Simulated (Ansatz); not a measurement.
# GeNH₃ (quintet): wave-function methods side by side, cc-pVDZ

Aim: climb from Hartree-Fock through coupled cluster and multireference methods for GeNH₃ (quintet) at one geometry and basis, and see what each rung misses.

Computed with Ansatz 0.2.0, Gaussian basis. Level: cc-pVDZ, core rule «outside noble gas», up to 15 orbitals frozen.

The runs, in order: UHF; CCSD(T) on ROHF; CCSD(T) on UHF; BCCD(T) on ROHF; CISD; CCSDT(Q) on ROHF; CCSDT(Q) on UHF; CASSCF and MRCISD+Q, 12 electrons in 11 orbitals; CASSCF and NEVPT2, 12 electrons in 11 orbitals.

28 further runs of the same task are left out: 15 that didn't finish, 13 set aside as unsound or not needed.

## Step 1: What is computed

The geometry is a PBE0/def2-TZVP stationary point (not a proven minimum) of the parent state, kept for this charge and spin. No spin-orbit coupling is included. The filled d shell of Ge may be among the frozen orbitals whatever the setting's name suggests; the logs give the count.

5 atoms, charge 0, spin multiplicity 5.

Atoms are counted from 1 here; the program's logs count them from 0.

Bond lengths: Ge1–N2 1.894 Å, Ge1–H3 1.537 Å, Ge1–H4 1.537 Å, Ge1–H5 1.537 Å. Angles: N2–Ge1–H3 108.2°, N2–Ge1–H4 108.2°, N2–Ge1–H5 108.2°, H3–Ge1–H4 110.7°, H3–Ge1–H5 110.7°, H4–Ge1–H5 110.7°.

## Step 2: UHF

Input file in.yaml:

```yaml
crystal:
  periodic: [false, false, false]
  atoms:
    - {symbol: Ge, position_ang: [-0.279676, -0.002127, 0.000875]}
    - {symbol: N, position_ang: [1.614684, 0.012278, -0.005052]}
    - {symbol: H, position_ang: [-0.771963, 1.453501, 0.003931]}
    - {symbol: H, position_ang: [-0.751362, -0.736741, 1.265415]}
    - {symbol: H, position_ang: [-0.759290, -0.734117, -1.262204]}
basis:
  gaussian: {orbitals: cc-pVDZ}
magnetization: {spin_polarized: true, initial_magnetization: 4}
hamiltonian: {xc: hf}
output: {orbitals: {seedname: orbitals}}
```

The run is started by

```sh
ansatz run in.yaml --threads 1 --pin off --events-out ev --progress --plain --max-ram 2393MiB
```

The runs that follow: CCSD(T) on ROHF; CCSD(T) on UHF; BCCD(T) on ROHF; CISD; CCSDT(Q) on ROHF; CCSDT(Q) on UHF; CASSCF and MRCISD+Q, 12 electrons in 11 orbitals; CASSCF and NEVPT2, 12 electrons in 11 orbitals.

Before running them: what should the planned runs give, taken together? Wanted: UCCSDT(Q) below the RHF energy; RMP2 from UCCSDT(Q); UMP2 from UCCSDT(Q); RCCSD from UCCSDT(Q); RCCSD(T) from UCCSDT(Q); UCCSD(T) from UCCSDT(Q); RCCSDT(Q) from UCCSDT(Q); NEVPT2 valence from UCCSDT(Q); MRCISD+Q valence from UCCSDT(Q).

The runs gave:

| quantity | value |
| --- | --- |
| UCCSDT(Q) below the RHF energy | -6.3113 eV |
| RMP2 from UCCSDT(Q) | +125.7 kJ/mol |
| UMP2 from UCCSDT(Q) | +125.7 kJ/mol |
| RCCSD from UCCSDT(Q) | +17.3 kJ/mol |
| RCCSD(T) from UCCSDT(Q) | +4.0 kJ/mol |
| UCCSD(T) from UCCSDT(Q) | +3.7 kJ/mol |
| RCCSDT(Q) from UCCSDT(Q) | +0.4 kJ/mol |
| NEVPT2 valence from UCCSDT(Q) | +109.7 kJ/mol |
| MRCISD+Q valence from UCCSDT(Q) | +3.5 kJ/mol |
| levels within 1 kcal/mol (43 meV) | RCCSD(T), UCCSD(T), BCCD(T), RCCSDT, UCCSDT, RCCSDT(Q), MRCISD+Q valence |
| T1 diagnostic | 0.023 |
| effectively unpaired electrons | 4.02 |

In words: RCCSD(T) misses by +4.0 kJ/mol, 0.7 % of the correlation energy. One determinant dominates. Of the multireference levels listed MRCISD+Q valence comes nearest in total energy (+3.5 kJ/mol), which doesn't show that its space is the better one. These misses are within one basis, not against nature; the frozen cores of restricted and unrestricted runs differ, which can shift their rows.
